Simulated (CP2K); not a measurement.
Runs of CP2K 2026.2 on GaB. It takes space group P4/mmm (No. 123, tetragonal). Conventional cell: a = 2.718 Å, b = 2.718 Å, c = 3.236 Å, α = 90.00°, β = 90.00°, γ = 90.00°. Ga (site symmetry 4/mmm) has 8 B at 2.51 Å and 4 Ga at 2.72 Å as nearest neighbours. B (site symmetry 4/mmm) is surrounded by 8 Ga at 2.51 Å and 4 B at 2.72 Å. The cell was built by a generator and needn't be a form met in nature.

```tsv
task	level	cell	k mesh	NGRIDS	EXTRAPOLATION	optimiser	most steps	KEEP_SPACE_GROUP	gap on the mesh (eV)	pressure (GPa)	relaxed volume (Å³/atom)
relaxation of cell and atoms	LDA	relaxed	8 × 8 × 6	5	USE_PREV_P	BFGS	40	yes	none	0.0	11.47
single point	PBE	as given	10 × 10 × 8	4	-	-	-	-	none	0.9	-
relaxation of cell and atoms	PBEsol	relaxed	8 × 8 × 6	5	USE_PREV_P	BFGS	40	yes	none	0.0	11.60
relaxation of cell and atoms	PBE	relaxed	8 × 8 × 6	5	USE_PREV_P	BFGS	40	yes	none	0.0	(a)
```

Alike in all rows: potentials or basis POTENTIAL_UZH Ga GTH-PBE-q13, B GTH-PBE-q3; TZVP-MOLOPT-PBE-GTH basis; no spin polarisation; smearing fermi-dirac 0.05 eV.

**Question.** Fill in the values left out.

**Answer.** (a) 12.02.

Caveats: the basis of atomic orbitals isn't converged, which shifts pressures, moduli and gaps; the potentials were made for another functional, which shifts forces and pressure (some runs).

A k mesh can miss the band edges, and the runs leave out spin-orbit coupling on Ga.

A gap of «none» marks a metal or a gap under the smearing width.

Not every run made on this cell is shown here.
